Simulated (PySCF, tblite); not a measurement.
# C5H8SSi: vibronic structure

Aim: compute the vibronic structure of C5H8SSi (`C=C/C=C(\[SiH3])C=S`).

Computed with tblite 0.8.0 and PySCF 2.14.0 and routines of our own; the level stands in each step. Atoms count from 0.

## 1. The starting structure

15 atoms, charge 0, multiplicity 1; geometry from: force field or distance geometry start.

## 2. Relaxing the molecule with GFN2-xTB

Job settings and geometry (Å):

```
{"job": {"kind": "relax", "xc": "GFN2-xTB", "basis": "xTB"}, "charge": 0, "multiplicity": 1}
C      2.665300    -0.786800    -0.196400
C      1.328400    -0.799000    -0.259500
C      0.660100     0.481900    -0.165800
C     -0.664700     0.614800    -0.219800
Si    -1.727200    -0.887600    -0.370700
C     -1.216700     1.962100    -0.122400
S     -2.824100     2.254400    -0.163500
H      3.227700    -1.710800    -0.246600
H      3.155100     0.180000    -0.094000
H      0.810100    -1.748300    -0.344700
H      1.269900     1.384700    -0.070900
H     -3.093000    -0.601700     0.156400
H     -1.087300    -1.950900     0.384100
H     -1.945800    -1.234100    -1.795500
H     -0.562200     2.849200    -0.018500
```

Launch:

```sh
OMP_NUM_THREADS=1 python excited_run.py task.json out
```

One launch serves the whole session: the jobs run in the order shown.

Standard output:

```text
step      E/eV     max force
  0    -535.10460    2.133
  1    -535.21636    0.846
  2    -535.25438    0.591
  3    -535.28283    0.591
  4    -535.33284    0.563
  5    -535.35757    0.347
  6    -535.36884    0.354
  7    -535.37871    0.297
  8    -535.38657    0.209
  9    -535.39227    0.249
 10    -535.39710    0.247
 11    -535.40224    0.208
 12    -535.40703    0.230
 13    -535.41007    0.142
 14    -535.41154    0.073
 15    -535.41254    0.082
 16    -535.41350    0.073
 17    -535.41429    0.076
 18    -535.41488    0.060
 19    -535.41542    0.076
 20    -535.41599    0.069
 21    -535.41645    0.054
 22    -535.41671    0.044
 23    -535.41688    0.037
 24    -535.41708    0.056
 25    -535.41737    0.061
 26    -535.41771    0.058
 27    -535.41801    0.054
 28    -535.41825    0.036
 29    -535.41848    0.042
 30    -535.41874    0.038
 31    -535.41898    0.037
 32    -535.41917    0.035
 33    -535.41931    0.039
 34    -535.41947    0.043
 35    -535.41969    0.041
 36    -535.41999    0.044
 37    -535.42031    0.044
 38    -535.42057    0.033
 39    -535.42075    0.035
 40    -535.42093    0.036
 41    -535.42113    0.037
 42    -535.42133    0.034
 43    -535.42150    0.030
 44    -535.42163    0.028
 45    -535.42175    0.032
 46    -535.42186    0.027
 47    -535.42194    0.022
 48    -535.42201    0.021
 49    -535.42207    0.026
 50    -535.42215    0.029
 51    -535.42224    0.024
 52    -535.42234    0.031
 53    -535.42245    0.031
 54    -535.42259    0.050
 55    -535.42276    0.055
 56    -535.42292    0.038
 57    -535.42307    0.032
 58    -535.42322    0.039
 59    -535.42340    0.052
 60    -535.42358    0.055
 61    -535.42374    0.033
 62    -535.42383    0.027
 63    -535.42391    0.031
 64    -535.42404    0.030
 65    -535.42415    0.029
 66    -535.42423    0.024
 67    -535.42431    0.026
 68    -535.42443    0.031
 69    -535.42459    0.035
 70    -535.42475    0.030
 71    -535.42485    0.018
 72    -535.42490    0.021
 73    -535.42498    0.026
 74    -535.42512    0.034
 75    -535.42541    0.042
 76    -535.42586    0.071
 77    -535.42633    0.084
 78    -535.42691    0.077
 79    -535.42740    0.070
 80    -535.42803    0.064
 81    -535.42866    0.061
 82    -535.42939    0.070
 83    -535.43024    0.077
 84    -535.43189    0.102
 85    -535.43243    0.158
 86    -535.43583    0.107
 87    -535.43693    0.071
 88    -535.43769    0.068
 89    -535.43853    0.066
 90    -535.43911    0.071
 91    -535.44003    0.075
 92    -535.44109    0.075
 93    -535.44239    0.089
 94    -535.44325    0.098
 95    -535.44377    0.045
 96    -535.44400    0.036
 97    -535.44421    0.043
 98    -535.44444    0.036
 99    -535.44461    0.040
100    -535.44469    0.043
101    -535.44482    0.033
102    -535.44504    0.019
103    -535.44513    0.021
104    -535.44517    0.022
105    -535.44524    0.020
106    -535.44535    0.025
107    -535.44548    0.027
108    -535.44558    0.023
109    -535.44565    0.026
110    -535.44573    0.028
111    -535.44584    0.029
112    -535.44595    0.025
113    -535.44602    0.024
114    -535.44607    0.020
115    -535.44614    0.021
116    -535.44621    0.020
117    -535.44633    0.028
118    -535.44640    0.026
119    -535.44654    0.024
120    -535.44668    0.021
121    -535.44681    0.023
122    -535.44689    0.024
123    -535.44695    0.016
124    -535.44698    0.012
125    -535.44701    0.010
```

Wall time 0.88 s (1 thread of Arm Neoverse V1, shared host); peak memory 0.18 GiB.

The steps of the relaxation: (not every step is listed)

```
step  energy from step 0 (eV)  largest force (eV/Å)
   0                   0.0000                2.1332
   1                  -0.1118                0.8457
   2                  -0.1498                0.5907
   3                  -0.1782                0.5907
   4                  -0.2282                0.5629
   5                  -0.2530                0.3466
   6                  -0.2642                0.3544
   7                  -0.2741                0.2968
   8                  -0.2820                0.2086
  19                  -0.3108                0.0756
  30                  -0.3141                0.0377
  41                  -0.3165                0.0366
  52                  -0.3177                0.0312
  63                  -0.3193                0.0311
  74                  -0.3205                0.0338
  85                  -0.3278                0.1582
  96                  -0.3394                0.0356
 107                  -0.3409                0.0274
 118                  -0.3418                0.0264
 120                  -0.3421                0.0213
 121                  -0.3422                0.0230
 122                  -0.3423                0.0237
 123                  -0.3424                0.0158
 124                  -0.3424                0.0116
 125                  -0.3424                0.0096
```

Close pairs (by a distance rule), those that changed most:

```
   bond  before (Å)  after (Å)  change (Å)
 C3–Si4       1.846      1.902      +0.056
  C3–C5       1.459      1.422      -0.038
Si4–H11       1.492      1.459      -0.032
  C2–C3       1.333      1.360      +0.027
Si4–H13       1.483      1.459      -0.023
 C5–H14       1.107      1.088      -0.019
  C1–C2       1.448      1.430      -0.017
Si4–H12       1.453      1.466      +0.014
```

The next job starts from the end point, and lists it.

## 3. Harmonic vibrations with GFN2-xTB

Job settings and geometry (Å):

```
{"job": {"kind": "ir", "xc": "GFN2-xTB", "basis": "xTB"}, "charge": 0, "multiplicity": 1}
C      2.799905    -0.748668    -0.071843
C      1.465978    -0.747813    -0.142397
C      0.698395     0.458728    -0.176291
C     -0.654841     0.560450    -0.260471
Si    -1.935389    -0.839861    -0.391143
C     -1.222752     1.863661    -0.264002
S     -2.829373     2.133493    -0.384014
H      3.368587    -1.661686    -0.041806
H      3.363067     0.170466    -0.043042
H      0.924430    -1.681209    -0.172663
H      1.281944     1.375774    -0.128014
H     -2.821171    -0.761013     0.766071
H     -1.251278    -2.136610    -0.372513
H     -2.631980    -0.700413    -1.665789
H     -0.559936     2.722691    -0.179649
```

Standard output:

```text
mode    cm-1     km/mol
  1      52.4      1.05
  2     116.1      0.26
  3     133.4      8.11
  4     161.2      1.49
  5     168.0      1.95
  6     212.8      1.40
  7     337.8      3.11
  8     343.7      0.23
  9     375.1      4.42
 10     499.4     16.58
 11     568.2     88.33
 12     597.6     20.85
 13     622.6     22.07
 14     645.4      5.79
 15     743.4    176.18
 16     778.3      0.35
 17     806.2    133.05
 18     812.7    339.22
 19     870.9     13.11
 20     897.0      3.76
 21     955.5      5.75
 22    1004.2     22.57
 23    1036.1      6.24
 24    1185.3      5.70
 25    1215.8     20.99
 26    1272.3      2.58
 27    1299.0    135.20
 28    1324.9     20.84
 29    1406.0      4.05
 30    1553.5    121.49
 31    1626.0      5.87
 32    2233.1    301.34
 33    2294.4     82.22
 34    2302.8    338.53
 35    2953.1     34.00
 36    2988.0     47.81
 37    3092.8      1.74
 38    3100.7     30.89
 39    3136.7     30.97
```

Wall time 0.52 s (1 thread of Arm Neoverse V1, shared host); peak memory 0.18 GiB.

Which atoms move in the most intense modes:

```
cm⁻¹  km/mol                                 atoms
 568    88.3           H11 29 %, H13 27 %, C3 17 %
 743   176.2                    H11 47 %, H13 46 %
 806   133.1          H12 50 %, H11 28 %, H13 19 %
 813   339.2          H12 41 %, H13 30 %, H11 21 %
1299   135.2  C5 43 %, C3 24 %, H10 14 %, H14 11 %
1554   121.5                      C2 53 %, C3 40 %
2233   301.3                              H12 95 %
2303   338.5                    H13 58 %, H11 38 %
```

## 4. Vibronic structure: TDDFT BHandHLYP/cc-pVDZ

The job, as its differences from that of step 3:

```diff
@@ -1,2 +1,2 @@
-{"job": {"kind": "ir", "xc": "GFN2-xTB", "basis": "xTB"}, "charge": 0, "multiplicity": 1}
+{"job": {"kind": "vib", "xc": "BHandHLYP", "basis": "cc-pVDZ", "tda": false}, "charge": 0, "multiplicity": 1}
 C      2.799905    -0.748668    -0.071843
```

Method: TDDFT BHandHLYP/cc-pVDZ vertical-gradient vibronic structure (displaced harmonic oscillators, Condon), gas phase.

Standard output:

```text
final grid: 58408 points
cycle   1  E = -882.7929274140  dE =  1.041e+00  |g| = 3.586e-01  |ddm| = 7.092e+00
cycle   2  E = -882.7857460551  dE =  7.181e-03  |g| = 4.369e-01  |ddm| = 1.686e+00
cycle   3  E = -882.8443208302  dE = -5.857e-02  |g| = 6.801e-02  |ddm| = 9.473e-01
cycle   4  E = -882.8456564976  dE = -1.336e-03  |g| = 3.249e-02  |ddm| = 1.718e-01
cycle   5  E = -882.8459532719  dE = -2.968e-04  |g| = 1.104e-02  |ddm| = 7.398e-02
cycle   6  E = -882.8459884690  dE = -3.520e-05  |g| = 1.793e-03  |ddm| = 2.114e-02
cycle   7  E = -882.8459906845  dE = -2.216e-06  |g| = 1.109e-03  |ddm| = 6.736e-03
cycle   8  E = -882.8459911076  dE = -4.230e-07  |g| = 4.149e-04  |ddm| = 2.772e-03
cycle   9  E = -882.8459911698  dE = -6.220e-08  |g| = 1.188e-04  |ddm| = 1.143e-03
cycle  10  E = -882.8459911740  dE = -4.213e-09  |g| = 4.043e-05  |ddm| = 2.703e-04
cycle  11  E = -882.8459911745  dE = -5.255e-10  |g| = 1.020e-05  |ddm| = 1.123e-04
converged SCF energy = -882.8459911745

Singlet excitations (eV, f): 2.364 (0.0001)  4.291 (0.8662)  5.558 (0.0002)  5.887 (0.0002)  5.956 (0.0065)  6.261 (0.0037)

State S1  2.3639 eV  f = 0.00011  H->L 0.93
  relaxed dipole 0.496 D, largest gradient of the excitation energy 0.0470 Eh/bohr
  mode    cm-1        S   lambda/meV  Raman
   27   1299.0    0.3299      53.1   1.000
   23   1036.1    0.1540      19.8   0.297
   30   1553.5    0.0811      15.6   0.351
    5    168.0    0.7305      15.2   0.037
   10    499.4    0.2245      13.9   0.101
    9    375.1    0.2738      12.7   0.069
   25   1215.8    0.0644       9.7   0.171
    7    337.8    0.1983       8.3   0.041
   15    743.4    0.0871       8.0   0.087
   12    597.6    0.0913       6.8   0.059
   26   1272.3    0.0406       6.4   0.118
   28   1324.9    0.0374       6.1   0.118
  reorganisation energy 0.1849 eV, total S 2.443, 0-0 2.1790 eV
  absorption maximum 2.227 eV, width 0.352 eV

State S2  4.2911 eV  f = 0.86624  H-1->L 0.97
  relaxed dipole 5.096 D, largest gradient of the excitation energy 0.0677 Eh/bohr
  mode    cm-1        S   lambda/meV  Raman
   30   1553.5    0.5475     105.4   1.000
   23   1036.1    0.3673      47.2   0.298
   27   1299.0    0.2126      34.2   0.271
   25   1215.8    0.2024      30.5   0.226
   31   1626.0    0.1176      23.7   0.235
    3    133.4    1.4185      23.5   0.019
   21    955.5    0.0597       7.1   0.041
    7    337.8    0.1594       6.7   0.014
   14    645.4    0.0794       6.4   0.025
   28   1324.9    0.0377       6.2   0.050
    9    375.1    0.1238       5.8   0.013
   10    499.4    0.0632       3.9   0.012
  reorganisation energy 0.3106 eV, total S 3.560, 0-0 3.9805 eV
  absorption maximum 4.189 eV, width 0.480 eV

State T1  1.9332 eV  f = 0.00000  H->L 0.89, H->L+1 0.09
  relaxed dipole 0.526 D, largest gradient of the excitation energy 0.0443 Eh/bohr
  mode    cm-1        S   lambda/meV  Raman
   27   1299.0    0.2866      46.2   1.000
    5    168.0    1.0501      21.9   0.061
   23   1036.1    0.1226      15.8   0.272
    9    375.1    0.2709      12.6   0.079
   30   1553.5    0.0618      11.9   0.308
   10    499.4    0.1769      11.0   0.091
   15    743.4    0.1088      10.0   0.124
   12    597.6    0.1295       9.6   0.096
   26   1272.3    0.0435       6.9   0.146
   25   1215.8    0.0436       6.6   0.133
   28   1324.9    0.0376       6.2   0.136
    7    337.8    0.1436       6.0   0.034
  reorganisation energy 0.1747 eV, total S 2.687, 0-0 1.7585 eV
  absorption maximum 1.814 eV, width 0.322 eV
```

It took 39 s on 1 thread of Arm Neoverse V1, shared host; peak memory 0.82 GiB.

The fields below are evaluated on a grid from the run's orbitals.

Frontier orbitals at BHandHLYP/cc-pVDZ, with the share of their density that lies nearest to each atom:

```
orbital  energy (eV)                                   lies on
   HOMO        -7.39                                   S6 81 %
   LUMO        -1.85  S6 27 %; C2, C5 about 19 % each; C0 13 %
```

ELF in a plane through or near 13 of the atoms.

Ten even steps from ' ' (0.00) to '@' (1.00):
```
                                                        
                                                        
                                                        
                            ..%%@@++    ..----..        
                    ..==..  ++@@@@@@::..**%%%%**::      
                    ##@@%%..--@@@@@@==--%%@@@@%%==      
        ..%%@@@@::  %%@@@@%%  **%%==++**----@@%%++      
        ++@@@@@@%%  ++@@@@##::++**++++==####++##--      
        --@@@@@@%%  ..**..--##++@@##++**::--%%##--      
          ==##----****@@----**@@::++  ==%%@@@@##::      
      --%%@@@@----**##==**::++%%@@%%::  ..====--        
      ##@@@@@@%%--++**@@++  ::**..==..::..              
      **@@@@@@**  **@@@@@@  --==::****--::              
        ==##++    ##@@@@==  @@@@++..  --::              
                  ::**::  ==@@@@@@##::                  
                          ##@@@@@@##..                  
                          --@@@@%%--                    
                              ..                        
                                                        
                                                        
```
The map spans 12.6 Å across and 10.2 Å up, centred on the molecule. Atoms in the plane (x, y in Å): C0 (-2.9, 0.0), C1 (-1.6, -0.4), C2 (-0.6, 0.6), C3 (0.8, 0.4), Si4 (1.7, -1.3), C5 (1.6, 1.5), S6 (3.3, 1.4), H7 (-3.7, -0.8), H8 (-3.2, 1.0), H9 (-1.3, -1.4), H10 (-0.9, 1.6), H12 (0.7, -2.4), H14 (1.2, 2.5).

On the surface of density 0.002 e/bohr³ the electrostatic potential runs, from the 1st to the 99th percentile, from -1.10 V near S6 to 1.26 V near H10.

## 5. Vibronic structure: TDDFT BHandHLYP/def2-SVP

The job, as its differences from that of step 4:

```diff
@@ -1,2 +1,2 @@
-{"job": {"kind": "vib", "xc": "BHandHLYP", "basis": "cc-pVDZ", "tda": false}, "charge": 0, "multiplicity": 1}
+{"job": {"kind": "vib", "xc": "BHandHLYP", "basis": "def2-SVP", "tda": false, "nstates": 2, "nbright": 1}, "charge": 0, "multiplicity": 1}
 C      2.799905    -0.748668    -0.071843
```

With the program's defaults for keys left out, this is: TDDFT BHandHLYP/def2-SVP vertical-gradient vibronic structure (displaced harmonic oscillators, Condon), gas phase.

Standard output:

```text
final grid: 58408 points
cycle   1  E = -882.4254547343  dE =  9.317e-01  |g| = 3.585e-01  |ddm| = 4.130e+00
cycle   2  E = -882.4191599171  dE =  6.295e-03  |g| = 4.332e-01  |ddm| = 1.396e+00
cycle   3  E = -882.4765123342  dE = -5.735e-02  |g| = 6.871e-02  |ddm| = 9.373e-01
cycle   4  E = -882.4778797282  dE = -1.367e-03  |g| = 3.217e-02  |ddm| = 1.239e-01
cycle   5  E = -882.4781673400  dE = -2.876e-04  |g| = 1.065e-02  |ddm| = 5.305e-02
cycle   6  E = -882.4782001755  dE = -3.284e-05  |g| = 1.781e-03  |ddm| = 1.450e-02
cycle   7  E = -882.4782023241  dE = -2.149e-06  |g| = 1.069e-03  |ddm| = 6.256e-03
cycle   8  E = -882.4782027224  dE = -3.983e-07  |g| = 3.921e-04  |ddm| = 2.579e-03
cycle   9  E = -882.4782027779  dE = -5.552e-08  |g| = 1.187e-04  |ddm| = 1.065e-03
cycle  10  E = -882.4782027820  dE = -4.063e-09  |g| = 4.062e-05  |ddm| = 1.857e-04
cycle  11  E = -882.4782027825  dE = -5.132e-10  |g| = 9.860e-06  |ddm| = 8.091e-05
converged SCF energy = -882.4782027825

Singlet excitations (eV, f): 2.336 (0.0001)  4.330 (0.8692)

State S1  2.3359 eV  f = 0.00010  H->L 0.92
  relaxed dipole 0.518 D, largest gradient of the excitation energy 0.0480 Eh/bohr
  mode    cm-1        S   lambda/meV  Raman
   27   1299.0    0.3431      55.3   1.000
   23   1036.1    0.1647      21.2   0.305
    5    168.0    0.8770      18.3   0.043
   30   1553.5    0.0841      16.2   0.351
   10    499.4    0.2299      14.2   0.099
    9    375.1    0.2801      13.0   0.068
   25   1215.8    0.0661      10.0   0.169
   15    743.4    0.0973       9.0   0.093
    7    337.8    0.2038       8.5   0.040
   12    597.6    0.0983       7.3   0.061
   26   1272.3    0.0414       6.5   0.116
   28   1324.9    0.0394       6.5   0.119
  reorganisation energy 0.1951 eV, total S 2.637, 0-0 2.1409 eV
  absorption maximum 2.321 eV, width 0.368 eV

State S2  4.3299 eV  f = 0.86924  H-1->L 0.97
  relaxed dipole 4.903 D, largest gradient of the excitation energy 0.0684 Eh/bohr
  mode    cm-1        S   lambda/meV  Raman
   30   1553.5    0.5587     107.6   1.000
   23   1036.1    0.3741      48.1   0.298
   27   1299.0    0.2176      35.1   0.272
   25   1215.8    0.2049      30.9   0.225
   31   1626.0    0.1203      24.2   0.236
    3    133.4    1.4477      23.9   0.019
    7    337.8    0.1732       7.3   0.015
   21    955.5    0.0600       7.1   0.041
   14    645.4    0.0818       6.5   0.025
   28   1324.9    0.0378       6.2   0.049
    9    375.1    0.1207       5.6   0.013
   10    499.4    0.0622       3.8   0.011
  reorganisation energy 0.3168 eV, total S 3.638, 0-0 4.0131 eV
  absorption maximum 4.221 eV, width 0.494 eV

State T1  1.8885 eV  f = 0.00000  H->L 0.90, H->L+1 0.09
  relaxed dipole 0.631 D, largest gradient of the excitation energy 0.0453 Eh/bohr
  mode    cm-1        S   lambda/meV  Raman
   27   1299.0    0.2985      48.1   1.000
    5    168.0    1.2482      26.0   0.070
   23   1036.1    0.1302      16.7   0.278
    9    375.1    0.2794      13.0   0.078
   10    499.4    0.1882      11.7   0.093
   30   1553.5    0.0602      11.6   0.288
   15    743.4    0.1244      11.5   0.136
   12    597.6    0.1419      10.5   0.101
   26   1272.3    0.0450       7.1   0.145
   28   1324.9    0.0394       6.5   0.137
   25   1215.8    0.0429       6.5   0.126
    7    337.8    0.1484       6.2   0.034
  reorganisation energy 0.1847 eV, total S 2.857, 0-0 1.7038 eV
  absorption maximum 1.772 eV, width 0.342 eV
```

Wall time 24 s (1 thread of Arm Neoverse V1, shared host); peak memory 0.82 GiB.

## 6. What came out

| quantity | value |
| --- | --- |
| strongest single infrared mode (GFN2-xTB) | 813 cm⁻¹, 339 km/mol |
| zero-point energy (GFN2-xTB) | 65.4 kcal/mol |
| S1: vertical, reorganisation, 0-0, total S (step 4, TDDFT BHandHLYP/cc-pVDZ, modes from GFN2-xTB) | 2.36, 0.18, 2.18 eV; 2.4 |
| S2: vertical, reorganisation, 0-0, total S (step 4, TDDFT BHandHLYP/cc-pVDZ, modes from GFN2-xTB) | 4.29, 0.31, 3.98 eV; 3.6 |
| T1: vertical, reorganisation, 0-0, total S (step 4, TDA BHandHLYP/cc-pVDZ, modes from GFN2-xTB) | 1.93, 0.17, 1.76 eV; 2.7 |
| surface potential, 1st and 99th percentile | -1.10 V and 1.26 V |
| S1: vertical, reorganisation, 0-0, total S (step 5, TDDFT BHandHLYP/def2-SVP, modes from GFN2-xTB) | 2.34, 0.20, 2.14 eV; 2.6 |
| S2: vertical, reorganisation, 0-0, total S (step 5, TDDFT BHandHLYP/def2-SVP, modes from GFN2-xTB) | 4.33, 0.32, 4.01 eV; 3.6 |
| T1: vertical, reorganisation, 0-0, total S (step 5, TDA BHandHLYP/def2-SVP, modes from GFN2-xTB) | 1.89, 0.18, 1.70 eV; 2.9 |

In words: All 39 modes are real, so the xTB geometry is a minimum. The strongest single mode, at 813 cm⁻¹, moves mainly H12 and H13. GFN2-xTB is a fitted tight-binding method: band positions and strengths are rough. Its intensities can rank the bands wrongly. Some states lie very close; unless symmetry makes them partners, their order is unsure. The vibronic model keeps the ground-state modes (from xTB) and shifts them along the gradient alone, so it can miss much of the relaxation that a full optimisation finds. At BHandHLYP/cc-pVDZ, counted by nearest atom on the grid, the HOMO lies on S6 81 %, the LUMO on S6 27 %; C2, C5 about 19 % each.
